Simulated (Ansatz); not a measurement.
# Si2NH6Cl (SMILES N[SiH]([SiH3])Cl) at 6 levels

We compute a comparison of 6 runs (HF/6-31G*, CAM-B3LYP/6-31G*, PBE0/6-31G*, r2SCAN/6-31G*, wB97X/6-31G*, BCCD(T)/6-31G*) of Si2NH6Cl. 

Program for the calculation: Ansatz 0.2.0.

68 further runs of the same task are left out: 2 that didn't finish, 66 set aside as unsound or not needed.

### 1 The structure to begin with

The species is Si2NH6Cl (10 atoms), meant as a singlet with charge 0. As SMILES, `N[SiH]([SiH3])Cl`. The Si3–H8 distance was set to 2.228 Å, away from the relaxed value. At this shape a bond of the SMILES string is far longer than usual.

Bond lengths: N1–Si2 1.706 Å, Si2–Si3 2.336 Å, Si2–Cl4 2.083 Å, N1–H5 1.008 Å, N1–H6 1.008 Å, Si2–H7 1.482 Å, Si3–H9 1.489 Å, Si3–H10 1.488 Å. Some angles: N1–Si2–Si3 109.4°, N1–Si2–Cl4 114.5°, Si3–Si2–Cl4 106.1°, N1–Si2–H7 107.1°, Si3–Si2–H7 114.7°, Cl4–Si2–H7 105.1°, Si2–N1–H5 120.5°, Si2–N1–H6 120.3°, Si2–Si3–H9 108.8°, Si2–Si3–H10 110.7°. A long bond or contact: Si3–H8 2.228 Å.

### 2 A single-point energy at HF/6-31G(d) (spherical functions) (run 1)

The input, job.yaml:

```yaml
crystal:
  periodic: [false, false, false]
  atoms:
    - {symbol: "N", position_ang: [-0.597501, 2.366308, -0.352349]}
    - {symbol: Si, position_ang: [-0.185801, 0.750308, -0.710449]}
    - {symbol: Si, position_ang: [0.580899, -0.304892, 1.227851]}
    - {symbol: Cl, position_ang: [-1.766701, -0.409892, -1.414149]}
    - {symbol: H, position_ang: [-1.163901, 2.583208, 0.452151]}
    - {symbol: H, position_ang: [-0.754701, 3.028208, -1.096249]}
    - {symbol: H, position_ang: [0.791999, 0.785908, -1.823949]}
    - {symbol: H, position_ang: [0.872200, -2.482600, 0.855100]}
    - {symbol: H, position_ang: [-0.433201, -0.127892, 2.303751]}
    - {symbol: H, position_ang: [1.865799, 0.293308, 1.679651]}
basis:
  gaussian: {orbitals: 6-31G_st_-spherical.json}
magnetization: {spin_polarized: false, initial_magnetization: 0}
hamiltonian: {xc: hf}
accuracy: high
output: {orbitals: {seedname: orbitals}}
```

The basis set 6-31G* is read from a file made from the Basis Set Exchange's data (not shown).

On the command line:

```sh
$ ansatz run job.yaml --threads 1 --pin off --max-ram 3480MiB --events-out events.jsonl --progress --plain --runs-dir runs
```

Output:

```text
Warning: RAYON_NUM_THREADS=1 ignored (pool sized by the plan → 1); use --threads N
Functional definition: HF
  name "HF"
  exchange = exact_x
  correlation = 0
1819 factors; integrals over basis functions are off by at most 4.1e-9 eV
mean field evaluation 1: about -29800.4404 eV, gradient 2.9e1 eV
mean field evaluation 2: about -29800.5549 eV, gradient 3.0e1 eV
mean field evaluation 4: about -29802.9661 eV, gradient 2.9e0 eV
mean field evaluation 8: about -29803.0057 eV, gradient 1.3e-1 eV
mean field evaluation 16: about -29803.0058 eV, gradient 1.7e-8 eV
mean field -29803.00578995 eV, -1095.2402615779 hartree, gradient 1.7e-8 eV, S^2 0.000000; 0 other end points of the search recorded, 0 dependent functions left out
reference -29803.00578995 eV, -1095.2402615779 hartree; 29, 29 occupied and 51, 51 virtual orbitals, 1819 factors
Total energy: -29803.00578995 eV, -1095.2402615779 hartree
```

Wall time 2.9 s (1 thread of Arm Neoverse V1, shared host); peak memory 0.22 GiB.

### 3 A single-point energy at CAM-B3LYP/6-31G(d) (spherical functions) (run 2)

The input, molecule.yaml:

```yaml
crystal:
  periodic: [false, false, false]
  atoms:
    - {symbol: N, position_ang: [-0.597501, 2.366308, -0.352349]}
    - {symbol: Si, position_ang: [-0.185801, 0.750308, -0.710449]}
    - {symbol: Si, position_ang: [0.580899, -0.304892, 1.227851]}
    - {symbol: Cl, position_ang: [-1.766701, -0.409892, -1.414149]}
    - {symbol: H, position_ang: [-1.163901, 2.583208, 0.452151]}
    - {symbol: H, position_ang: [-0.754701, 3.028208, -1.096249]}
    - {symbol: H, position_ang: [0.791999, 0.785908, -1.823949]}
    - {symbol: H, position_ang: [0.872200, -2.482600, 0.855100]}
    - {symbol: H, position_ang: [-0.433201, -0.127892, 2.303751]}
    - {symbol: H, position_ang: [1.865799, 0.293308, 1.679651]}
basis:
  gaussian: {orbitals: 6-31G_st_-spherical.json}
magnetization: {spin_polarized: false}
hamiltonian: {xc: {name: CAM-B3LYP}}
accuracy: high
output: {orbitals: {seedname: orbitals}}
```

The basis set 6-31G* is read from a file made from the Basis Set Exchange's data (not shown).

On the command line:

```sh
$ ansatz run molecule.yaml --threads 1 --pin off --max-ram 3480MiB --events-out events.jsonl --progress --plain --runs-dir runs
```

Output:

```text
Warning: RAYON_NUM_THREADS=1 ignored (pool sized by the plan → 1); use --threads N
Functional definition: CAM-B3LYP
  name "CAM-B3LYP"
  parameter alpha = 0.19
  parameter beta = 0.46
  parameter omega = 0.33/bohr
  parameter ac = 0.81
  exchange = (1 - alpha - beta)*b88_x + beta*b88_x_sr(omega) + alpha*exact_x + beta*exact_x_lr(omega)
  correlation = (1 - ac)*vwn5_c + ac*lyp_c
1819 factors; integrals over basis functions are off by at most 4.1e-9 eV
479 factors; integrals over basis functions are off by at most 2.1e-9 eV
mean field evaluation 1: about -29859.4142 eV, gradient 4.5e1 eV
mean field evaluation 2: about -29857.7749 eV, gradient 5.2e1 eV
mean field evaluation 4: about -29863.4874 eV, gradient 1.2e0 eV
mean field evaluation 8: about -29863.6585 eV, gradient 5.7e-2 eV
mean field evaluation 16: about -29863.6586 eV, gradient 6.0e-6 eV
mean field -29863.65855123 eV, -1097.4692094430 hartree, gradient 4.8e-8 eV, S^2 0.000000; 0 other end points of the search recorded, 0 dependent functions left out
reference -29863.65857345 eV, -1097.4692102594 hartree; 29, 29 occupied and 51, 51 virtual orbitals, 1819 factors
Total energy: -29863.65857345 eV, -1097.4692102594 hartree
```

It took 11 s on 1 thread of Arm Neoverse V1, shared host; peak memory 0.33 GiB.

Runs 3 to 4 aren't shown in full; the table further down has their settings and results.

### 4 A single-point energy at wB97X/6-31G(d) (spherical functions) (run 5)

The input, in.yaml:

```yaml
crystal:
  periodic: [false, false, false]
  atoms:
    - symbol: N
      position_ang: [-0.597501, 2.366308, -0.352349]
    - symbol: Si
      position_ang: [-0.185801, 0.750308, -0.710449]
    - symbol: Si
      position_ang: [0.580899, -0.304892, 1.227851]
    - symbol: Cl
      position_ang: [-1.766701, -0.409892, -1.414149]
    - symbol: H
      position_ang: [-1.163901, 2.583208, 0.452151]
    - symbol: H
      position_ang: [-0.754701, 3.028208, -1.096249]
    - symbol: H
      position_ang: [0.791999, 0.785908, -1.823949]
    - symbol: H
      position_ang: [0.872200, -2.482600, 0.855100]
    - symbol: H
      position_ang: [-0.433201, -0.127892, 2.303751]
    - symbol: H
      position_ang: [1.865799, 0.293308, 1.679651]
basis:
  gaussian:
    orbitals: 6-31G_st_-spherical.json
hamiltonian:
  xc: {name: wB97X}
accuracy: high
output: {orbitals: {seedname: orbitals}}
```

The basis set 6-31G* is read from a file made from the Basis Set Exchange's data (not shown).

On the command line:

```sh
$ ansatz run in.yaml --threads 1 --pin off --max-ram 3480MiB --events-out events.jsonl --progress --plain --runs-dir runs
```

Output, shortened:

```text
Warning: RAYON_NUM_THREADS=1 ignored (pool sized by the plan → 1); use --threads N
Functional definition: wB97X
  name "wB97X"
[...]
      + exact_x_lr(omega)
[...]
      + integral(e_c_pw_opposite_spin*poly(b97_u_opposite, 1, cos1, cos2, cos3, cos4))
1819 factors; integrals over basis functions are off by at most 4.1e-9 eV
425 factors; integrals over basis functions are off by at most 3.5e-9 eV
[...]
mean field -29863.16804724 eV, -1097.4511837536 hartree, gradient 6.0e-8 eV, S^2 0.000000; 0 other end points of the search recorded, 0 dependent functions left out
reference -29863.16804386 eV, -1097.4511836297 hartree; 29, 29 occupied and 51, 51 virtual orbitals, 1819 factors
Total energy: -29863.16804386 eV, -1097.4511836297 hartree
```

It took 36 s on 1 thread of Arm Neoverse V1, shared host; peak memory 0.54 GiB.

### 5 The energy at BCCD(T)/6-31G(d) (spherical functions) (run 6)

Edit molecule.yaml of step 3 so:

```diff
@@ -14,6 +14,9 @@
 basis:
-  gaussian: {orbitals: 6-31G_st_-spherical.json}
-magnetization: {spin_polarized: false}
-hamiltonian: {xc: {name: CAM-B3LYP}}
+  gaussian:
+    orbitals: 6-31G_st_-spherical.json
+correlation:
+  method: bccd_t
+  frozen_orbitals: {Cl: 5, H: 0, "N": 1, Si: 5}
+scf:
+  omitted_lower_state_checks: [cluster_reference, increment]
 accuracy: high
-output: {orbitals: {seedname: orbitals}}
```

The basis set 6-31G* is read from a file made from the Basis Set Exchange's data (not shown).

On the command line:

```sh
$ ansatz run molecule.yaml --threads 1 --pin off --max-ram 3480MiB --events-out events.jsonl --progress --plain --runs-dir runs
```

Output, shortened:

```text
Warning: RAYON_NUM_THREADS=1 ignored (pool sized by the plan → 1); use --threads N
[... 2 set-up lines as earlier in the session ...]
[...]
1819 factors; integrals over basis functions are off by at most 4.1e-9 eV
[...]
mean field -29803.00578995 eV, -1095.2402615779 hartree, gradient 1.7e-8 eV, S^2 0.000000; 0 other end points of the search recorded, 0 dependent functions left out; unrestricted orbitals would lower it
16 core orbitals not correlated: weight in the atoms' cores, before any rotation towards them, 1.000 or more for the frozen orbitals, at most 0.000 for the correlated occupied ones
reference -29803.00578995 eV, -1095.2402615779 hartree; 13, 13 occupied and 51, 51 virtual orbitals, 1819 factors
second order -12.34131317 eV of doubles, -0.00000000 eV of singles
cycle   1  -13.43764033 eV  change    -1.1e0 eV  update   1.0e-1
[...]
cycle  22  -14.01098855 eV  change  -9.4e-10 eV  update   1.8e-9
perturbative correction -0.39133462 eV, -0.0143812820 hartree
Total energy: -29817.40811312 eV, -1095.7695371921 hartree
Checks for a lower state left out: cluster_reference, increment
```

Run time: 19 s. Hardware: 1 thread of Arm Neoverse V1, shared host; peak memory 0.45 GiB.

### 6 Overview of the runs

```
run                                   level  frozen core orbitals   energy (Eh)  HOMO energy (eV)  LUMO energy (eV)  HOMO–LUMO gap (eV)  wall time
  1         HF/6-31G* (spherical functions)                     –  -1095.240262            -10.23              1.77               12.00      2.9 s
  2  CAM-B3LYP/6-31G* (spherical functions)                     –  -1097.469210             -8.97             -0.42                8.55       11 s
  3       PBE0/6-31G* (spherical functions)                     –  -1097.019397             -7.75             -1.57                6.18       11 s
  4     r2SCAN/6-31G* (spherical functions)                     –  -1097.365828             -6.82             -2.27                4.55       19 s
  5      wB97X/6-31G* (spherical functions)                     –  -1097.451184            -10.00              0.52               10.52       36 s
  6    BCCD(T)/6-31G* (spherical functions)                    16  -1095.769537                 –                 –                   –       19 s
```

### 7 Summary of results

```
                                           quantity           value
                                run 6: total energy  -1095.76954 Eh
run 6: correlation energy (16 core orbitals frozen)      -529.3 mEh
                              run 6: (T) correction      -14.38 mEh
```

In words: Over runs 1, 2, 3, 4, 5 the HOMO–LUMO gap runs from 4.55 eV (r2SCAN/6-31G*) to 12.00 eV (HF/6-31G*). Exact exchange widens orbital gaps. Totals of different functionals can't be ranked against each other. In run 6 the log says that unrestricted orbitals would lower the reference, so the values rest on an unstable closed-shell determinant (other closed-shell runs at this shape may share the fault). All runs together took 99 s, the longest 36 s.
